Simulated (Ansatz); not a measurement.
A first try at a band structure of Be4CuSi, space group F-43m, using the Python package of Ansatz (0.2.0).

`run_bands.py`
```python
'''Bands of Be4CuSi along a path through the zone.'''

from dataclasses import dataclass

import ansatz as az
import matplotlib.pyplot as plt
import numpy as np
from pymatgen.core import Lattice, Structure
from pymatgen.io.ase import AseAtomsAdaptor


@dataclass
class Settings:
    cutoff_ev: int = 550
    k_spacing: float = 0.29
    occupations: str = 'Fermi-Dirac'
    sigma: float = 0.1
    extra_bands: int = 6


cfg = Settings()

pmg_structure = Structure(
    Lattice([(0.0, 3.0593, 3.0593), (3.0593, 0.0, 3.0593), (3.0593, 3.0593, 0.0)]),
    ['Be', 'Be', 'Be', 'Be', 'Si', 'Cu'],
    [
        (0.375, 0.375, 0.375),
        (0.8751, 0.375, 0.375),
        (0.375, 0.375, 0.8751),
        (0.375, 0.8751, 0.375),
        (0.0, 0.0, 0.0),
        (0.75, 0.75, 0.75),
    ],
)
be4cusi = az.Crystal.from_ase(AseAtomsAdaptor.get_atoms(pmg_structure))

# vertices of the path, as fractions of the reciprocal vectors
path = [
    ('K', (-0.375, 0.0, 0.375)),
    ('G', (0.0, 0.0, 0.0)),
    ('L', (0.0, 0.0, 0.5)),
    ('W', (-0.5, -0.25, 0.25)),
    ('X', (-0.5, -0.5, 0.0)),
]
calculation = be4cusi.calculation()
calculation = calculation.basis(cfg.cutoff_ev)
calculation = calculation.kpoints(spacing=cfg.k_spacing)
calculation = calculation.pseudopotentials('paw')
calculation = calculation.occupations(cfg.occupations, width=cfg.sigma)
calculation = calculation.functional(az.Functional.LDA)
calculation = calculation.spin(lock=True)
calculation = calculation.band_structure([point for _, point in path], intervals=8)
calculation = calculation.scf(extra_bands=cfg.extra_bands)
calculation = calculation.bader_charges()
planned = calculation.session().plan(threads=1)
facts = planned.describe()
print('plan:', facts['n_bands'], 'bands,', len(facts['kpoints_frac']), 'k-points, plane waves', facts['n_pw_range'], 'grid', facts['fft_dense'])
out = planned.execute()
rep = out.report

for key in ('converged', 'n_iterations', 'n_electrons', 'n_kpoints', 'n_pw', 'n_symmetry_ops', 'free_energy_ev', 'fermi_energy_ev'):
    print(f'{key:18s} {rep[key]}')

charges = out.bader_charges()
for atom in charges.atoms:
    print(f'Bader charge {atom.symbol:2s} {atom.partial_charge_e:+.3f} e')

bands = out.band_structure()
fermi = bands.fermi_energy_ev
reciprocal = 2 * np.pi * np.linalg.inv(out.lattice.cell_ang).T
steps = np.linalg.norm(np.diff(bands.kpoints_frac @ reciprocal, axis=0), axis=1)
distance = np.concatenate([[0], np.cumsum(steps)])
fig, ax = plt.subplots(figsize=(5, 4))
for channel, colour in zip(bands.channels, ('C0', 'C3')):
    ax.plot(distance, channel.eigenvalues_ev - fermi, colour, lw=1)
ax.set_xticks(distance[::8], [label for label, _ in path])
ax.set(ylim=(-6, 6), ylabel='E - E_F (eV)', xlim=(0, distance[-1]))
ax.grid(axis='x')
fig.savefig('bands.png', dpi=100)
first = bands.channels[0].eigenvalues_ev - fermi
near = np.argsort(np.abs(first.mean(axis=0)))[:4]
for band in sorted(near):
    print(f'band {band + 1}: {first[:, band].min():.3f} to {first[:, band].max():.3f} eV')
```

```console
$ python run_bands.py
Traceback (most recent call last):
  File "run_bands.py", line 51, in <module>
    calculation = calculation.spin(lock=True)
  ...
ansatz.errors.InputError: .spin(lock=True): not one of none, soft, hard  [magnetization.spin_locking.lock_magnetization]
```
(Library frames cut from the traceback.)

Why does it end like this?

The fault: the lock takes a word, not a flag. The change:

```diff
--- before
+++ after
@@ -50,3 +50,2 @@
 calculation = calculation.functional(az.Functional.LDA)
-calculation = calculation.spin(lock=True)
 calculation = calculation.band_structure([point for _, point in path], intervals=8)
```

With that change:

```console
$ python run_bands.py
plan: 22 bands, 44 k-points, plane waves [1669, 1693] grid [36, 36, 36]
converged          True
n_iterations       6
n_electrons        31.0
n_kpoints          44
n_pw               1687
n_symmetry_ops     6
free_energy_ev     -7516.634974441983
fermi_energy_ev    11.003817232510638
Bader charge Be +1.037 e
Bader charge Be +1.037 e
Bader charge Be +1.037 e
Bader charge Be +1.037 e
Bader charge Si -0.857 e
Bader charge Cu -0.573 e
band 15: -2.909 to -0.320 eV
band 16: -0.983 to 3.446 eV
band 17: -0.920 to 3.687 eV
band 18: -0.284 to 4.384 eV
```

What to keep in mind:
- Total energies depend on the potentials; only differences at equal settings carry meaning. A total without «per atom» is that of the cell as typed.
- The computed bands are complete only to about 4.2 eV above the Fermi level.
- For a metal this k-point mesh is coarse: on a finer one energies can move by several to tens of meV an atom and pressures by half a GPa or more, differences at one mesh by less.
- An absolute Fermi energy rests on an arbitrary zero of the periodic potential and has no direct meaning.
- The structure comes from a database of computed cells and needn't be a stable or known phase.
- Gaps and levels are Kohn-Sham values on a finite set of k-points.
- Finished in 2 min on 1 thread of Arm Neoverse V2, on a shared host, peak memory 0.49 GiB.

(Lines on the test bed's own set-up are left out of the output.)
